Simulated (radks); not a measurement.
# Taking charge from the 5p level of Tl⁺ in fractions

What happens to E and to the 5p eigenvalue of Tl⁺ when a fraction of an electron is removed? The exact functional would give straight lines between whole numbers for a frontier level.

Method: Dirac Kohn-Sham, LDA (Slater exchange, Perdew-Wang correlation), spin-unpolarised, spherical densities, finite nucleus. Code: radks (a radial shooting solver on a logarithmic mesh, Libxc functionals) version 1.

## (1) What is computed

* element: thallium (Z = 81)
* charge: +1
* electrons: 80
* configuration: [Kr] 4d10 4f14 5s2 5p(1/2: 2, 3/2: 4) 5d10 6s2
* nuclear rms radius: 5.4759 fm

A shell typed twice in an input gives the lower j, then the higher j.

## (2) Start: [Kr] 4d10 4f14 5s2 5p(1/2: 2, 3/2: 4) 5d10 6s2

The run's settings:

```text
Z 81
configuration [Kr] 4d10 4f14 5s2 5p2 5p4 5d10 6s2
relativity Dirac
functional lda,pw
spin unpolarised
j_filling energy
nucleus finite rms 5.4759 fm
c 137.035999084
```

Started as:

```
$ python run_ks.py task.json out
```

All runs below come from this command, one after another.

## (3) 0.25 electron removed from 5p

The run's settings:

```text
Z 81
configuration [Kr] 4d10 4f14 5s2 5p2 5p3.75 5d10 6s2
relativity Dirac
functional lda,pw
spin unpolarised
j_filling energy
nucleus finite rms 5.4759 fm
c 137.035999084
```

## (4) 0.5 electron removed from 5p

The run's settings:

```text
Z 81
configuration [Kr] 4d10 4f14 5s2 5p2 5p3.5 5d10 6s2
relativity Dirac
functional lda,pw
spin unpolarised
j_filling energy
nucleus finite rms 5.4759 fm
c 137.035999084
```

## (5) 0.75 electron removed from 5p

The run's settings:

```text
Z 81
configuration [Kr] 4d10 4f14 5s2 5p2 5p3.25 5d10 6s2
relativity Dirac
functional lda,pw
spin unpolarised
j_filling energy
nucleus finite rms 5.4759 fm
c 137.035999084
```

## (6) 1 electron removed from 5p

The run's settings:

```text
Z 81
configuration [Kr] 4d10 4f14 5s2 5p2 5p3 5d10 6s2
relativity Dirac
functional lda,pw
spin unpolarised
j_filling energy
nucleus finite rms 5.4759 fm
c 137.035999084
```

**Question.** What will these runs give? Wanted: for each run, removed; E − E(0); eigenvalue; E minus straight line.

As calculated:

```tsv
removed (e)	E − E(0) (eV)	eigenvalue (eV)	E minus straight line (eV)
0	0.000	-78.172	0.000
0.25	20.016	-81.972	-1.465
0.5	40.994	-85.865	-1.968
0.75	62.956	-89.845	-1.486
1	85.923	-93.905	0.000
```

What this shows: Removing the whole electron costs 85.923 eV, against 78.172 eV from minus the starting eigenvalue. Slater's transition state, half an electron removed, gives 85.865 eV. The trapezoid integral of minus the eigenvalue gives 85.930 eV over the range, against 85.923 eV from the energies (Janak's theorem). The eigenvalue moves by 15.7 eV per electron. E bends below the straight line by 1.97 eV at 0.5 electron removed.
